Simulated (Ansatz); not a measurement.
# CH₅ClGaNO: basis-set convergence

An exercise on one series of results from a longer session: the logs are not shown, and one member is left open.

The runs use Ansatz 0.2.0, Gaussian basis; one geometry, several basis sets.

Levels to be run: PBE0-D4/def2-SVP; ωB97M-V/def2-SVP; PBE0-D4/def2-QZVPP; ωB97M-V/def2-QZVPP; the functionals' def2-TZVPP values are taken from earlier runs.

## Structure used throughout

An earlier PBE0-D4 in a triple-zeta def2 set relaxation fixed the geometry.

SMILES `C[O][Ga]([NH2])[Cl]`, 10 atoms, charge 0, spin multiplicity 1.

Atoms are counted from 1 here; the program's logs count them from 0.

Bond lengths: C1–O2 1.407 Å, C1–H6 1.098 Å, C1–H7 1.098 Å, C1–H8 1.093 Å, O2–Ga3 1.773 Å, Ga3–N4 1.803 Å, Ga3–Cl5 2.125 Å, N4–H9 1.005 Å, N4–H10 1.006 Å. Angles: O2–C1–H6 112.8°, O2–C1–H7 112.1°, O2–C1–H8 108.3°, H6–C1–H7 108.1°, H6–C1–H8 107.6°, H7–C1–H8 107.7°, C1–O2–Ga3 121.3°, O2–Ga3–N4 123.1°, O2–Ga3–Cl5 116.3°, N4–Ga3–Cl5 120.5°, Ga3–N4–H9 122.5°, Ga3–N4–H10 121.4°, H9–N4–H10 112.4°.

Coordinates:

```
C    -0.1689   -0.7137   -1.5687
O    -0.3151   -1.2820   -0.2899
Ga   -0.0818   -0.3181    1.1796
N     0.2864    1.4465    1.1513
Cl   -0.3632   -1.3327    3.0253
H    -0.7558    0.2055   -1.6947
H     0.8789   -0.4843   -1.8014
H    -0.5234   -1.4373   -2.3078
H     0.5946    1.9202    0.3197
H     0.5314    1.9446    1.9898
```

The first run:

File in.yaml:

```yaml
crystal:
  periodic: [false, false, false]
  atoms:
    - {symbol: C, position_ang: [-0.168879, -0.713742, -1.568664]}
    - {symbol: O, position_ang: [-0.315054, -1.281968, -0.289854]}
    - {symbol: Ga, position_ang: [-0.081823, -0.318075, 1.179552]}
    - {symbol: N, position_ang: [0.286401, 1.446549, 1.151308]}
    - {symbol: Cl, position_ang: [-0.363164, -1.332666, 3.025250]}
    - {symbol: H, position_ang: [-0.755781, 0.205510, -1.694742]}
    - {symbol: H, position_ang: [0.878865, -0.484283, -1.801396]}
    - {symbol: H, position_ang: [-0.523424, -1.437324, -2.307839]}
    - {symbol: H, position_ang: [0.594551, 1.920238, 0.319735]}
    - {symbol: H, position_ang: [0.531409, 1.944561, 1.989751]}
basis:
  gaussian: {orbitals: def2-SVP}
hamiltonian: {xc: pbe0, dispersion: d4}
output: {orbitals: {seedname: orbitals}}
```

Command:

```console
ansatz run in.yaml --threads 4 --pin off --events-out ev --progress --plain --max-ram 10444MiB
```

Steps of the session up to this table: PBE0-D4 in def2-SVP; ωB97M-V in def2-SVP; PBE0-D4 in def2-QZVPP; ωB97M-V in def2-QZVPP.

One of the session's tables, all rows but one given; the rest of the session is left out.

It belongs to the step «Functionals by basis». 

| functional | basis | HOMO (eV) |
| --- | --- | --- |
| PBE0-D4 | def2-SVP | -7.54 |
| PBE0-D4 | def2-TZVPP | -7.76 |
| PBE0-D4 | def2-QZVPP | -7.82 |
| ωB97M-V | def2-SVP | -9.92 |
| ωB97M-V | def2-TZVPP | -10.15 |
| ωB97M-V | def2-QZVPP | ? |

Estimate the missing values for ωB97M-V, def2-QZVPP.

**Answer.** HOMO (eV): -10.22. In the column «HOMO (eV)» it is the lowest.
